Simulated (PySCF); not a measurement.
# Bi(OH)5: forces at shaken geometries

Aim: move all atoms of relaxed Bi(OH)5 at random and read energies and forces. The species was built from a template and needn't be a known compound.

Computed with PySCF 2.14.0. Level: B3LYP, Bi def2-SVP with ECP60, O def2-SVP, H def2-SVP; scalar-relativistic core potentials, no spin–orbit coupling.

3 further runs of the same task are left out: 2 for a known fault of the program, 1 that didn't finish.

### 1 The starting structure

11 atoms, charge 0, spin multiplicity 1.

Bond lengths: Bi1–O2 2.102 Å, Bi1–O4 2.142 Å, Bi1–O6 2.087 Å, Bi1–O8 2.087 Å, Bi1–O10 2.079 Å, O2–H3 0.972 Å, O4–H5 0.971 Å, O6–H7 0.974 Å, O8–H9 0.973 Å, O10–H11 0.974 Å. Angles: O2–Bi1–O4 90.4°, O2–Bi1–O6 122.6°, O2–Bi1–O8 87.5°, O2–Bi1–O10 119.7°, O4–Bi1–O6 90.3°, O4–Bi1–O8 177.8°, O4–Bi1–O10 85.5°, O6–Bi1–O8 91.4°, O6–Bi1–O10 117.6°, O8–Bi1–O10 94.9°, Bi1–O2–H3 106.7°, Bi1–O4–H5 110.8°, Bi1–O6–H7 104.3°, Bi1–O8–H9 104.8°, Bi1–O10–H11 104.4°.

Geometry (Å):

```
Bi   -0.01843    0.01060    0.04024
O    -0.25682   -0.05609    2.12734
H     0.58924   -0.36329    2.49474
O     2.10703   -0.13406    0.26257
H     2.44568    0.58625    0.81879
O     0.20082    1.80085   -1.00961
H     1.14897    1.83819   -1.22756
O    -2.09727    0.12069   -0.10186
H    -2.41786   -0.07516    0.79617
O     0.13818   -1.76240   -1.03477
H     1.09341   -1.95396   -1.04903
```

Formal oxidation states: Bi +5. An earlier session relaxed this geometry at B3LYP, Bi def2-SVP with ECP60, O def2-SVP, H def2-SVP (singlet, point group C1).

Its energy there is -593.445177 Eh.

### 2 Atoms moved at random, σ = 0.06 Å

File run.py (the lines that set the calculation):

```python
mol = gto.M(atom='''
Bi    -0.04369     0.03291     0.01482
O     -0.20306    -0.04627     2.14374
H      0.60754    -0.35539     2.48079
O      2.04654    -0.06417     0.23301
H      2.47290     0.51191     0.86059
O      0.24165     1.75793    -0.95141
H      1.13840     1.84978    -1.21406
O     -2.12898     0.08544    -0.05196
H     -2.36855    -0.07819     0.81067
O      0.10983    -1.74608    -1.10568
H      1.06034    -1.93624    -1.10348''',
    basis={'Bi': 'def2-SVP', 'O': 'def2-SVP', 'H': 'def2-SVP'},
    ecp={'Bi': 'def2-SVP'},
    charge=0, spin=0)
mf = dft.RKS(mol, xc='B3LYP')
mf.grids.atom_grid = (50, 194)
mf = mf.density_fit()  # fitting sets: Bi def2-universal-JKFIT, O def2-universal-JKFIT, H def2-universal-JKFIT
mf.conv_tol = 1e-08; mf.max_cycle = 55
mf.kernel(dm0)  # dm0: the density of the relaxed state
```

On the command line:

```sh
OMP_NUM_THREADS=2 python run.py
```

What it wrote:

```text
init E= -593.520841360319
  HOMO = -0.293407732272416  LUMO = -0.131250597083135  gap/eV = 4.41252
cycle= 1 E= -593.430111434563  delta_E= 0.0907  |g|= 0.0773  |ddm|= 0.361
  HOMO = -0.295690016557411  LUMO = -0.150183942011051  gap/eV = 3.95942
cycle= 2 E= -593.426595570578  delta_E= 0.00352  |g|= 0.153  |ddm|= 0.217
  HOMO = -0.308049355964088  LUMO = -0.149211854664443  gap/eV = 4.32219
cycle= 3 E= -593.431510872114  delta_E= -0.00492  |g|= 0.0185  |ddm|= 0.143
  HOMO = -0.307560172305246  LUMO = -0.148432947963745  gap/eV = 4.33007
cycle= 4 E= -593.431555576946  delta_E= -4.47e-05  |g|= 0.0101  |ddm|= 0.0229
  HOMO = -0.307026854857168  LUMO = -0.148351931714192  gap/eV = 4.31776
cycle= 5 E= -593.431575340993  delta_E= -1.98e-05  |g|= 0.00278  |ddm|= 0.0105
  HOMO = -0.307135878739821  LUMO = -0.148355494446189  gap/eV = 4.32063
cycle= 6 E= -593.431576443701  delta_E= -1.1e-06  |g|= 0.00178  |ddm|= 0.00421
  HOMO = -0.307202465725846  LUMO = -0.148386262689151  gap/eV = 4.32161
cycle= 7 E= -593.431577083827  delta_E= -6.4e-07  |g|= 0.000443  |ddm|= 0.00192
  HOMO = -0.307171316618014  LUMO = -0.148375491413116  gap/eV = 4.32105
cycle= 8 E= -593.431577112343  delta_E= -2.85e-08  |g|= 0.000263  |ddm|= 0.000655
  HOMO = -0.307169649455865  LUMO = -0.148367281945418  gap/eV = 4.32123
cycle= 9 E= -593.431577127358  delta_E= -1.5e-08  |g|= 3.26e-05  |ddm|= 0.000258
  HOMO = -0.307170713490511  LUMO = -0.148372317938069  gap/eV = 4.32112
cycle= 10 E= -593.431577127577  delta_E= -2.19e-10  |g|= 2.25e-05  |ddm|= 6.99e-05
  HOMO = -0.307173446265705  LUMO = -0.148371615362002  gap/eV = 4.32122
Extra cycle  E= -593.431577127162  delta_E= 4.15e-10  |g|= 5.06e-05  |ddm|= 6.65e-05
converged SCF energy = -593.431577127162
```

Wall time 3.4 s (2 threads of AMD EPYC 9R45 (Zen 5), shared host).

It gives: E = -593.431577 Eh (+0.370 eV from the relaxed state), HOMO -8.36 eV, LUMO -4.04 eV, Mulliken charge on Bi1 +1.35 e, largest force component 3.726 eV/Å. 

| atom | Fx | Fy | Fz (eV/Å) |
| --- | --- | --- | --- |
| Bi1 | -0.116 | -1.781 | 1.275 |
| O2 | -2.304 | 0.855 | -1.280 |
| H3 | 2.085 | -0.786 | 0.724 |
| O4 | 0.401 | -0.979 | -0.758 |
| H5 | 0.134 | 0.629 | 0.642 |
| O6 | -2.056 | 1.578 | -0.518 |
| H7 | 1.805 | -0.063 | -0.355 |
| O8 | 1.174 | 0.789 | -3.704 |
| H9 | -1.130 | -0.701 | 3.726 |
| O10 | -0.263 | 0.502 | 0.242 |
| H11 | 0.269 | -0.042 | 0.006 |

### 3 Atoms moved at random, σ = 0.15 Å

File run.py (the lines that set the calculation):

```python
mol = gto.M(atom='''
Bi    -0.07224     0.04879     0.09121
O     -0.15065    -0.23079     2.08655
H      0.85557    -0.31499     2.45563
O      1.92975    -0.26014     0.20148
H      2.75056     0.62825     0.87236
O      0.02353     1.92051    -1.11523
H      1.13147     1.85003    -1.09808
O     -2.13384     0.11798    -0.13681
H     -2.53015     0.12700     0.84356
O      0.00712    -1.81922    -0.76631
H      1.12182    -2.05581    -1.31731''',
    basis={'Bi': 'def2-SVP', 'O': 'def2-SVP', 'H': 'def2-SVP'},
    ecp={'Bi': 'def2-SVP'},
    charge=0, spin=0)
mf = dft.RKS(mol, xc='B3LYP')
mf.grids.atom_grid = (50, 194)
mf = mf.density_fit()  # fitting sets: Bi def2-universal-JKFIT, O def2-universal-JKFIT, H def2-universal-JKFIT
mf.conv_tol = 1e-08; mf.max_cycle = 55
mf.kernel(dm0)  # dm0: the density of the relaxed state
```

On the command line:

```sh
OMP_NUM_THREADS=2 python run.py
```

What it wrote:

```text
init E= -592.769173320213
  HOMO = -0.436909240006074  LUMO = -0.32029815750948  gap/eV = 3.17315
cycle= 1 E= -593.22562720565  delta_E= -0.456  |g|= 0.515  |ddm|= 1.09
  HOMO = -0.190971993028576  LUMO = -0.110609598352248  gap/eV = 2.18677
cycle= 2 E= -592.972876561353  delta_E= 0.253  |g|= 1.18  |ddm|= 1.39
  HOMO = -0.276735693441669  LUMO = -0.135516682792144  gap/eV = 3.84277
cycle= 3 E= -593.26999407917  delta_E= -0.297  |g|= 0.256  |ddm|= 1.12
  HOMO = -0.297981967892727  LUMO = -0.146744079339094  gap/eV = 4.11539
cycle= 4 E= -593.277126447853  delta_E= -0.00713  |g|= 0.183  |ddm|= 0.35
  HOMO = -0.298941942340016  LUMO = -0.146945610432347  gap/eV = 4.13603
cycle= 5 E= -593.284130460777  delta_E= -0.007  |g|= 0.0364  |ddm|= 0.179
  HOMO = -0.299933039964529  LUMO = -0.145883024167937  gap/eV = 4.19191
cycle= 6 E= -593.28433841368  delta_E= -0.000208  |g|= 0.0185  |ddm|= 0.0443
  HOMO = -0.299953911657829  LUMO = -0.146131006147993  gap/eV = 4.18573
cycle= 7 E= -593.284403693977  delta_E= -6.53e-05  |g|= 0.00549  |ddm|= 0.0176
  HOMO = -0.30036806508983  LUMO = -0.146096433981725  gap/eV = 4.19794
cycle= 8 E= -593.284409362197  delta_E= -5.67e-06  |g|= 0.00179  |ddm|= 0.00565
  HOMO = -0.300285657896755  LUMO = -0.146095952806888  gap/eV = 4.19572
cycle= 9 E= -593.284410119225  delta_E= -7.57e-07  |g|= 0.00018  |ddm|= 0.00183
  HOMO = -0.300318609453288  LUMO = -0.14611542603388  gap/eV = 4.19608
cycle= 10 E= -593.284410130115  delta_E= -1.09e-08  |g|= 0.000111  |ddm|= 0.00041
  HOMO = -0.30030626291876  LUMO = -0.146106097925038  gap/eV = 4.19600
cycle= 11 E= -593.284410132434  delta_E= -2.32e-09  |g|= 6.34e-05  |ddm|= 0.000158
  HOMO = -0.30031317261594  LUMO = -0.146106806375453  gap/eV = 4.19617
Extra cycle  E= -593.284410127209  delta_E= 5.22e-09  |g|= 0.000169  |ddm|= 0.000186
converged SCF energy = -593.284410127209
```

Run time: 3.5 s. Hardware: 2 threads of AMD EPYC 9R45 (Zen 5), shared host.

It gives: E = -593.284410 Eh (+4.375 eV from the relaxed state), HOMO -8.17 eV, LUMO -3.98 eV, Mulliken charge on Bi1 +1.33 e, largest force component 5.973 eV/Å. 

| atom | Fx | Fy | Fz (eV/Å) |
| --- | --- | --- | --- |
| Bi1 | -1.529 | 1.300 | -2.148 |
| O2 | 2.859 | -0.151 | 3.068 |
| H3 | -3.420 | 0.193 | -1.428 |
| O4 | 5.973 | 3.664 | 2.644 |
| H5 | -3.573 | -3.534 | -2.827 |
| O6 | 4.628 | -1.852 | 1.231 |
| H7 | -4.025 | 0.763 | -0.453 |
| O8 | -1.637 | 0.078 | 3.115 |
| H9 | 1.130 | -0.078 | -2.881 |
| O10 | 4.613 | -1.784 | -3.077 |
| H11 | -5.018 | 1.403 | 2.755 |

### 4 Atoms moved at random, σ = 0.1 Å

File run.py (the lines that set the calculation):

```python
mol = gto.M(atom='''
Bi     0.11160     0.03821     0.12721
O     -0.22389    -0.18760     2.16171
H      0.48202    -0.30949     2.66845
O      2.09022    -0.35712     0.08926
H      2.31815     0.72258     0.64560
O      0.27224     1.90893    -0.93466
H      1.20223     1.83573    -1.28392
O     -2.25025     0.11934    -0.11089
H     -2.48730     0.01094     0.77634
O      0.07836    -1.72547    -0.95732
H      1.33955    -2.04441    -1.06475''',
    basis={'Bi': 'def2-SVP', 'O': 'def2-SVP', 'H': 'def2-SVP'},
    ecp={'Bi': 'def2-SVP'},
    charge=0, spin=0)
mf = dft.RKS(mol, xc='B3LYP')
mf.grids.atom_grid = (50, 194)
mf = mf.density_fit()  # fitting sets: Bi def2-universal-JKFIT, O def2-universal-JKFIT, H def2-universal-JKFIT
mf.conv_tol = 1e-08; mf.max_cycle = 55
mf.kernel(dm0)  # dm0: the density of the relaxed state
```

On the command line:

```sh
OMP_NUM_THREADS=2 python run.py
```

What it wrote:

```text
init E= -593.020191963757
  HOMO = -0.375565839896865  LUMO = -0.278702621027371  gap/eV = 2.63578
cycle= 1 E= -593.262496433073  delta_E= -0.242  |g|= 0.438  |ddm|= 1.01
  HOMO = -0.193120042557005  LUMO = -0.144114431698064  gap/eV = 1.33351
cycle= 2 E= -593.01920443536  delta_E= 0.243  |g|= 1.12  |ddm|= 1.37
  HOMO = -0.267746743787757  LUMO = -0.155002331825084  gap/eV = 3.06793
cycle= 3 E= -593.299461469247  delta_E= -0.28  |g|= 0.198  |ddm|=  1.1
  HOMO = -0.288371653956447  LUMO = -0.165839045846468  gap/eV = 3.33428
cycle= 4 E= -593.302316380467  delta_E= -0.00285  |g|= 0.166  |ddm|= 0.315
  HOMO = -0.280151646962199  LUMO = -0.167494675777387  gap/eV = 3.06555
cycle= 5 E= -593.307838803078  delta_E= -0.00552  |g|= 0.0395  |ddm|= 0.177
  HOMO = -0.285056709038199  LUMO = -0.166557247199179  gap/eV = 3.22453
cycle= 6 E= -593.308013606854  delta_E= -0.000175  |g|= 0.0294  |ddm|= 0.0654
  HOMO = -0.282434802492848  LUMO = -0.165941879170671  gap/eV = 3.16993
cycle= 7 E= -593.308206477376  delta_E= -0.000193  |g|= 0.00379  |ddm|= 0.0279
  HOMO = -0.282799644958278  LUMO = -0.16615185934549  gap/eV = 3.17415
cycle= 8 E= -593.308209081454  delta_E= -2.6e-06  |g|= 0.00187  |ddm|= 0.00474
  HOMO = -0.282655040043664  LUMO = -0.166158312018251  gap/eV = 3.17004
cycle= 9 E= -593.308209814843  delta_E= -7.33e-07  |g|= 0.000663  |ddm|= 0.00207
  HOMO = -0.28266191937389  LUMO = -0.166145130797506  gap/eV = 3.17058
cycle= 10 E= -593.308209916133  delta_E= -1.01e-07  |g|= 0.000275  |ddm|= 0.00101
  HOMO = -0.28263968786565  LUMO = -0.16613245047283  gap/eV = 3.17032
cycle= 11 E= -593.308209933205  delta_E= -1.71e-08  |g|= 9.71e-05  |ddm|= 0.000365
  HOMO = -0.282657990011188  LUMO = -0.166139209875325  gap/eV = 3.17064
cycle= 12 E= -593.308209936766  delta_E= -3.56e-09  |g|= 1.66e-05  |ddm|= 0.000209
  HOMO = -0.282654353453957  LUMO = -0.166137864705835  gap/eV = 3.17058
Extra cycle  E= -593.308209936753  delta_E= 1.23e-11  |g|= 3.46e-05  |ddm|= 8.06e-05
converged SCF energy = -593.308209936753
```

Run time: 3.6 s. Hardware: 2 threads of AMD EPYC 9R45 (Zen 5), shared host.

It gives: E = -593.308210 Eh (+3.727 eV from the relaxed state), HOMO -7.69 eV, LUMO -4.52 eV, Mulliken charge on Bi1 +1.28 e, largest force component 5.574 eV/Å. 

| atom | Fx | Fy | Fz (eV/Å) |
| --- | --- | --- | --- |
| Bi1 | -5.235 | 0.001 | -1.639 |
| O2 | -5.485 | 1.121 | -3.265 |
| H3 | 5.435 | -0.950 | 3.599 |
| O4 | 3.064 | 5.525 | 3.085 |
| H5 | 0.115 | -4.817 | -2.392 |
| O6 | 1.134 | -0.758 | 0.288 |
| H7 | -0.897 | 0.236 | 0.182 |
| O8 | 3.180 | 0.404 | -2.390 |
| H9 | -0.807 | -0.362 | 2.817 |
| O10 | 5.070 | -1.944 | -0.845 |
| H11 | -5.574 | 1.544 | 0.560 |

### 5 The displacements side by side

| σ (Å) | energy rise (eV) | harmonic estimate −½ F·u (eV) | largest force component (eV/Å) |
| --- | --- | --- | --- |
| 0.06 | 0.370 | 0.369 | 3.73 |
| 0.15 | 4.375 | 3.762 | 5.97 |
| 0.1 | 3.727 | 2.921 | 5.57 |

Every displacement raises the energy. For a harmonic well the rise equals −½ F·u; the two differ by at most 22 % here (a move with σ = 0.1 Å), from anharmonicity, the grid and the small forces left at the relaxed point. These are double-zeta-type bases without diffuse functions. Spin–orbit coupling is left out.
